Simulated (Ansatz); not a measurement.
# CH5NOSi: the cost of one run

Program: Ansatz 0.2.0, Gaussian basis. Level of theory: PBE/6-31G*. These are calculated values, not measurements.

### 1 Structure used throughout

The geometry comes from an earlier relaxation with PBE0-D4 in a triple-zeta def2 set; it is a stationary point, not always the lowest conformer.

9 atoms, charge 0, spin multiplicity 1.

Atoms are counted from 1 here; the program's logs count them from 0.

Bond lengths: N1–C2 1.265 Å, N1–H5 1.015 Å, C2–O3 1.347 Å, C2–Si4 1.901 Å, O3–H6 0.970 Å, Si4–H7 1.484 Å, Si4–H8 1.483 Å, Si4–H9 1.483 Å. Angles: C2–N1–H5 111.9°, N1–C2–O3 119.5°, N1–C2–Si4 127.8°, O3–C2–Si4 112.8°, C2–O3–H6 106.7°, C2–Si4–H7 106.7°, C2–Si4–H8 109.8°, C2–Si4–H9 109.9°, H7–Si4–H8 110.3°, H7–Si4–H9 110.3°, H8–Si4–H9 109.8°.

Coordinates:

```xyz
9
CH5NOSi
N     0.5512    1.2164   -1.0854
C     0.4573    0.4892   -0.0547
O     1.2859    0.7033    0.9850
Si   -0.7525   -0.9450    0.2518
H    -0.1257    0.9561   -1.7956
H     1.8596    1.4451    0.7354
H    -1.6022   -1.0528   -0.9602
H     0.0026   -2.2040    0.4641
H    -1.5878   -0.6545    1.4426
```

### 2 Dynamics

Input file in.yaml:

```yaml
crystal:
  periodic: [false, false, false]
  atoms:
    - {symbol: N, position_ang: [0.551205, 1.216412, -1.085435]}
    - {symbol: C, position_ang: [0.457253, 0.489156, -0.054702]}
    - {symbol: O, position_ang: [1.285905, 0.703265, 0.985042]}
    - {symbol: Si, position_ang: [-0.752500, -0.944990, 0.251778]}
    - {symbol: H, position_ang: [-0.125657, 0.956090, -1.795603]}
    - {symbol: H, position_ang: [1.859618, 1.445138, 0.735391]}
    - {symbol: H, position_ang: [-1.602204, -1.052761, -0.960222]}
    - {symbol: H, position_ang: [0.002638, -2.204001, 0.464106]}
    - {symbol: H, position_ang: [-1.587758, -0.654510, 1.442645]}
basis:
  gaussian: {orbitals: "6-31G*"}
hamiltonian: {xc: {name: PBE}}
md: {timestep: 2 fs, n_steps: 50, ensemble: nvt_langevin, temperature: 1500, initial_velocities: maxwell_boltzmann, friction: 0.01, seed: 240}
```

Command:

```sh
$ ansatz run in.yaml --threads 2 --pin off --events-out ev --progress --plain --max-ram 4352MiB
```

Q: Estimate wall time and peak memory on 2 threads of Intel Xeon 6975P-C, shared host.

About 30 s, with a peak of 0.4 GiB.
